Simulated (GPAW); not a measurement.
# CHAgO (Ag(CO)H) at 3 levels

Aim: a comparison of 3 runs (PBE/real-space grid, revPBE-D3(0)/real-space grid, PBE/dzp) of CHAgO (Ag(CO)H). Input form: an ASE script.

The calculation is run with GPAW 26.7.0.

3 further runs of the same task are left out: 2 for a known fault of the program, 1 set aside as unsound or not needed.

### 1 The structure to begin with

The species is CHAgO (4 atoms), meant as a singlet with charge 0. As SMILES, `[H][Ag]<-[C-]#[O+]`. Geometry: a GFN2-xTB relaxation, a rough one for these elements and not checked as a minimum.

Bond lengths: Ag1–C2 1.986 Å, C2–O3 1.136 Å, Ag1–H4 1.567 Å. Angles: Ag1–C2–O3 135.9°, C2–Ag1–H4 144.3°.

### 2 The charge distribution at PBE/real-space grid (scalar-relativistic datasets) (run 1)

The input, run.py:

```python
import numpy as np
from ase import Atoms
from ase.units import Debye
from gpaw import GPAW

# Atomic positions
atoms = Atoms('AgCOH',
    positions=[[ -0.160850,   0.606380,  -0.747860],
               [ -0.054510,   0.130900,   1.177690],
               [  0.263910,  -0.780880,   1.776390],
               [ -0.048550,   0.043600,  -2.206220]])
atoms.center(vacuum=4.5)

# GPAW settings
dft = GPAW(mode='fd',
           h=0.18,
           xc='PBE',
           occupations={'name': 'fermi-dirac', 'width': 0.01},
           maxiter=150,
           txt='-')
atoms.calc = dft

energy = atoms.get_potential_energy()
print(f'Energy                  {energy:.5f} eV')
forces = atoms.get_forces()
print('Forces (eV/Ang)')
for symbol, f in zip(atoms.symbols, forces):
    print(f'{symbol:2} {f[0]:9.4f} {f[1]:9.4f} {f[2]:9.4f}')
dipole = atoms.get_dipole_moment() / Debye
print(f'Dipole: {np.linalg.norm(dipole):.3f} D')
homo, lumo = dft.get_homo_lumo()
print(f'HOMO                    {homo:.3f} eV')
print(f'LUMO                    {lumo:.3f} eV')
print(f'Gap: {lumo - homo:.3f} eV')
```

Launch:

```sh
$ python3 run.py
```

Log:

```text
[...]
Number of symmetries: 1
[...]
  Number of IBZ points: 1
[...]
Spin-components: 1 (collinear spins)
Bands:           21
[...]
  Valence electrons: 28.0
[...]
  Grid points: [52 56 72]
  Charge: 0.0  # |e|
[...]
    cutoffs:
[...]
occupation numbers:
  Fermi-Dirac:
[...]
xc functional:
  name: PBE with 2 nearest neighbor stencil
[...]
|iter     |     time |      energy | eigst |  dens |
[...]
|iter:   1| 00:00:02 |  -21.496707 | +0.92 |       |
[...]
|iter:  13| 00:00:18 |  -19.816804c| -7.57c| -5.81c|
Converged in 13 steps
[...]
Energy contributions relative to reference atoms: (reference = -147678.796933)
Energy contributions:
  Kinetic:          20.812323
  Coulomb:         -26.780919
  Zero:              0.762373
  External:          0.000000
  Xc:              -14.610582
  Entropy:          -0.000000
  Spinorbit:         0.000000
  ----------------------------
  Free energy:     -19.816804
  Extrapolated:    -19.816804
dipole moment: (-0.041986, 0.189208, 0.462816)  # |e|*Ang
Fermi level: -4.978
Eigenvalues  # (at kpt = [0.000, 0.000, 0.000])
| band index |      eig [eV] | occ [0-2] |
|------------|---------------|-----------|
|          0 |       -60.294 |     2.000 |
|        ... |               |           |
|          6 |       -12.345 |     2.000 |
|          7 |       -11.843 |     2.000 |
|          8 |        -9.647 |     2.000 |
|          9 |        -8.904 |     2.000 |
|         10 |        -8.533 |     2.000 |
|         11 |        -8.517 |     2.000 |
|         12 |        -8.040 |     2.000 |
|         13 |        -6.100 |     2.000 |
|         14 |        -3.010 |     0.000 |
|         15 |        -2.860 |     0.000 |
[...]
Gap: 3.089 eV
Transition (v -> c):
[...]
Forces (eV/Ang)
Ag   -0.2025    0.4524    0.3349
C    -0.0339    0.4669   -0.2500
O     0.1955   -0.6825    1.0008
H     0.0684   -0.1923   -1.0765
Dipole: 2.410 D
HOMO                    -6.100 eV
LUMO                    -3.010 eV
Gap: 3.089 eV
```

It took 19 s on 1 thread of Arm Neoverse V2, shared host; peak memory 0.65 GiB.

### 3 Energy and one-electron properties at revPBE-D3(0)/real-space grid (scalar-relativistic datasets) (run 2)

The input, sp.py:

```python
from ase.calculators.mixing import SumCalculator
from ase.io.zmatrix import parse_zmatrix
from dftd3.ase import DFTD3
from gpaw import GPAW

# Geometry
system = parse_zmatrix("""
Ag
C 1 1.986236
O 2 1.136299 1 135.87957
H 1 1.56721 2 144.32271 3 8.9504
""")
system.set_cell([13.0, 13.0, 13.0])
system.center()

# Calculator
calc = GPAW(mode="fd",
            h=0.2,
            xc="revPBE",
            occupations={"name": "fermi-dirac", "width": 0.05},
            maxiter=120,
            legacy_gpaw=True,
            txt="-")
system.calc = SumCalculator([DFTD3(method="revPBE", damping="d3zero"), calc])

energy = system.get_potential_energy()
print(f"Energy: {energy:.5f} eV")
homo, lumo = calc.get_homo_lumo()
print(f"HOMO                    {homo:.3f} eV")
print(f"LUMO                    {lumo:.3f} eV")
print(f"Gap = {lumo - homo:.3f} eV")
```

Launch:

```sh
$ python3 -u sp.py | tee sp.out
```

Log:

```text
[...]
    cutoffs:
[...]
  Total Charge: 0.000000
[...]
Number of atoms: 4
[...]
Number of bands in calculation: 21
Number of valence electrons: 28
[...]
iter:   1 hh:mm:ss   -20.857289
[...]
iter:  21 hh:mm:ss   -19.269472c  -7.84c -6.70c
Converged after 21 iterations.
Dipole moment: (0.407094, -0.300984, 0.044266) |e|*Ang
Energy contributions relative to reference atoms: (reference = -147687.975715)
Kinetic:        +21.858029
Potential:      -28.094091
External:        +0.000000
XC:             -14.062256
Entropy (-ST):   -0.000000
Local:           +1.028846
SIC:             +0.000000
--------------------------
Free energy:    -19.269472
Extrapolated:   -19.269472
 Band  Eigenvalues  Occupancy
    0    -60.23442    2.00000
    1    -59.91239    2.00000
    2    -59.87110    2.00000
    3    -29.61357    2.00000
    4    -14.85824    2.00000
    5    -12.67196    2.00000
    6    -12.28541    2.00000
    7    -11.78916    2.00000
    8     -9.59120    2.00000
    9     -8.84660    2.00000
   10     -8.48636    2.00000
   11     -8.46695    2.00000
   12     -7.98609    2.00000
   13     -6.03192    2.00000
[...]
Fermi level: -4.70113
Gap: 3.092 eV
Transition (v -> c):
  (s=0, k=0, n=13, [0.00, 0.00, 0.00]) -> (s=0, k=0, n=14, [0.00, 0.00, 0.00])
No difference between direct/indirect transitions
Energy: -19.32626 eV
HOMO                    -6.032 eV
LUMO                    -2.939 eV
Gap = 3.092 eV
```

Wall time 27 s (1 thread of Arm Neoverse V2, shared host); peak memory 0.56 GiB.

### 4 Energy and one-electron properties at PBE/dzp (scalar-relativistic datasets) (run 3)

The input, mol.py:

```python
import numpy as np
from ase import Atoms
from ase.units import Bohr, Debye
from gpaw import GPAW

# Geometry
positions_bohr = np.array(
              [[ -0.303962,   1.145892,  -1.413251],
               [ -0.103009,   0.247365,   2.225512],
               [  0.498718,  -1.475649,   3.356891],
               [ -0.091746,   0.082392,  -4.169152]])
system = Atoms(["Ag", "C", "O", "H"], positions=positions_bohr * Bohr)
system.center(vacuum=4.5)

# Ground state
calc = GPAW(mode="lcao",
            maxiter=150,
            xc="PBE",
            occupations={"name": "fermi-dirac", "width": 0.01},
            h=0.18,
            basis="dzp",
            txt="-")
system.calc = calc

energy = system.get_potential_energy()
print(f"Energy = {energy:.5f} eV")
forces = system.get_forces()
print("Forces (eV/Ang)")
for symbol, f in zip(system.symbols, forces):
    print(f'{symbol:2} {f[0]:9.4f} {f[1]:9.4f} {f[2]:9.4f}')
dipole = system.get_dipole_moment() / Debye
print(f"Dipole: {np.linalg.norm(dipole):.3f} D")
homo, lumo = calc.get_homo_lumo()
print(f"HOMO: {homo:.3f} eV")
print(f"LUMO: {lumo:.3f} eV")
print(f"Gap: {lumo - homo:.3f} eV")
```

Launch:

```sh
$ python3 mol.py
```

Log:

```text
[...]
Number of symmetries: 1
[...]
  Number of IBZ points: 1
[...]
basis functions: 58
Spin-components: 1 (collinear spins)
Bands:           21
[...]
  Valence electrons: 28.0
[...]
  Grid points: [52 56 72]
  Charge: 0.0  # |e|
[...]
    cutoffs:
[...]
occupation numbers:
  Fermi-Dirac:
[...]
xc functional:
  name: PBE with 2 nearest neighbor stencil
[...]
|iter     |     time |      energy | eigst |  dens |
[...]
|iter:   1| 00:00:04 |  -18.902240 |      c|       |
[...]
|iter:  10| 00:00:08 |  -17.831547c|      c| -4.63c|
Converged in 10 steps
[...]
Energy contributions relative to reference atoms: (reference = -147678.796933)
Energy contributions:
  Kinetic:          10.128766
  Coulomb:         -13.579269
  Zero:              0.221578
  External:          0.000000
  Xc:              -14.602622
  Entropy:          -0.000000
  Spinorbit:         0.000000
  ----------------------------
  Free energy:     -17.831547
  Extrapolated:    -17.831547
dipole moment: (-0.028869, 0.158140, 0.505941)  # |e|*Ang
Fermi level: -4.125
Eigenvalues  # (at kpt = [0.000, 0.000, 0.000])
| band index |      eig [eV] | occ [0-2] |
|------------|---------------|-----------|
|          0 |       -60.030 |     2.000 |
|        ... |               |           |
|          6 |       -12.175 |     2.000 |
|          7 |       -11.618 |     2.000 |
|          8 |        -9.316 |     2.000 |
|          9 |        -8.537 |     2.000 |
|         10 |        -8.102 |     2.000 |
|         11 |        -8.078 |     2.000 |
|         12 |        -7.745 |     2.000 |
|         13 |        -5.815 |     2.000 |
|         14 |        -2.757 |     0.000 |
|         15 |        -2.553 |     0.000 |
[...]
Gap: 3.058 eV
Transition (v -> c):
[...]
Forces (eV/Ang)
Ag   -0.2247    0.5057    0.5333
C    -0.6555    2.1919   -1.4920
O     0.8127   -2.4088    2.1172
H     0.0822   -0.2581   -1.1508
Dipole: 2.550 D
HOMO: -5.815 eV
LUMO: -2.757 eV
Gap: 3.058 eV
```

Run time: 8.6 s. Hardware: 1 thread of Arm Neoverse V2, shared host; peak memory 0.55 GiB.

### 5 The series

| run | level | grid spacing | box rule | energy (Eh) | dipole moment (D) | HOMO energy (eV) | LUMO energy (eV) | wall time |
| --- | --- | --- | --- | --- | --- | --- | --- | --- |
| 1 | PBE/real-space grid (scalar-relativistic datasets) | 0.18 | center | -5427.823941 | 2.41 | -6.10 | -3.01 | 19 s |
| 2 | revPBE-D3(0)/real-space grid (scalar-relativistic datasets) | 0.2 | cube | -5428.143228 | 2.44 | -6.03 | -2.94 | 27 s |
| 3 | PBE/dzp (scalar-relativistic datasets) | 0.18 | center | -5427.750984 | 2.55 | -5.81 | -2.76 | 8.6 s |

### 6 Outcome

| quantity | value |
| --- | --- |
| run 3: energy as printed (from the program's reference atoms) | -17.8315 eV |
| run 3: dipole moment | 2.55 D |
| run 3: HOMO energy | -5.81 eV |
| run 3: LUMO energy | -2.76 eV |
| run 3: HOMO–LUMO gap | 3.06 eV |
| run 3: largest force on an atom | 3.308 eV/Å |

What this shows: The dipole moment (its size) runs from 2.41 D (PBE/real-space grid) to 2.55 D (PBE/dzp). The HOMO–LUMO gap runs from 3.06 eV (PBE/dzp) to 3.09 eV (revPBE-D3(0)/real-space grid). The two ends differ in method and basis. Totals of different functionals can't be ranked against each other. All runs together took 55 s, the longest 27 s.
